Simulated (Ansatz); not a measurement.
# BaTa3O2: the cost of one run

Program: Ansatz 0.2.0. Level of theory: DFT PBE, scalar-relativistic, plane waves, PAW. These are calculated values, not measurements.

## 1. The starting structure

The structure is orthorhombic, space group Cmmm (No. 65). Conventional cell: a = 5.268 Å, b = 8.827 Å, c = 4.137 Å, α = 90.00°, β = 90.00°, γ = 90.00°. Ba (site symmetry mmm) has 10 Ta at 2.99 to 3.35 Å and 8 O at 3.30 Å in its first shell of neighbours. Around Ta (site symmetry m2m) lie 5 Ta at 2.51 to 3.07 Å and 4 O at 2.58 Å and 3 Ba at 2.99 to 3.00 Å. Ta (site symmetry mmm) has 4 Ta at 2.51 Å and 4 O at 2.57 Å in its first shell of neighbours. O (site symmetry 2/m) has 6 Ta at 2.57 to 2.58 Å and 2 O at 2.63 Å and 4 Ba at 3.30 Å in its first shell of neighbours.

Coordinates:

```
Ba Ta O
1.0
     2.63393   -4.41333    0.00000
     2.63393    4.41333    0.00000
     0.00000    0.00000    4.13654
Ba Ta O
1 3 2
Direct
  0.50000 0.50000 0.00000
  0.16013 0.83987 0.00000
  0.83987 0.16013 0.00000
  0.00000 0.00000 0.50000
  0.00000 0.50000 0.50000
  0.50000 0.00000 0.50000
```

A structure generator made this guess: species swapped into a database cell of CeGa2Cu3 (Cmmm, No. 65), with Ba on the Ce sites, O on the Ga sites and Ta on the Cu sites. Lengths come from tabulated atomic sizes and are only a guess.

## 2. Probe: one point on a coarse mesh

input.yaml reads:

```yaml
crystal:
  lattice:
    - [2.63393261, -4.41332543, 0.0]
    - [2.63393261, 4.41332543, 0.0]
    - [0.0, 0.0, 4.13654394]
  atoms:
    - { symbol: Ba, position: [0.5, 0.5, 0.0] }
    - { symbol: Ta, position: [0.1601293, 0.8398707, 0.0] }
    - { symbol: Ta, position: [0.8398707, 0.1601293, 0.0] }
    - { symbol: Ta, position: [0.0, 0.0, 0.5] }
    - { symbol: O, position: [0.0, 0.5, 0.5] }
    - { symbol: O, position: [0.5, 0.0, 0.5] }
basis:
  ecutwfc: 420
kpoints:
  mp_grid: { grid: [4, 4, 4] }
hamiltonian:
  xc: pbe
scf:
  occupations: { method: gaussian, width: 0.1 }
  lower_state_search: "off"
output:
  forces: true
  stress: true
  eigenvalues: true
```

Started as:

```
$ ansatz run input.yaml --threads 1 --pin off --max-ram 2560MiB --backend cpu --events-out ev --progress --plain --runs-dir out
```

What time and memory should one allow on 1 thread of Intel Xeon at 2.50GHz (Skylake/Cascade Lake), shared host?

About 12 s, with a peak of 0.41 GiB.
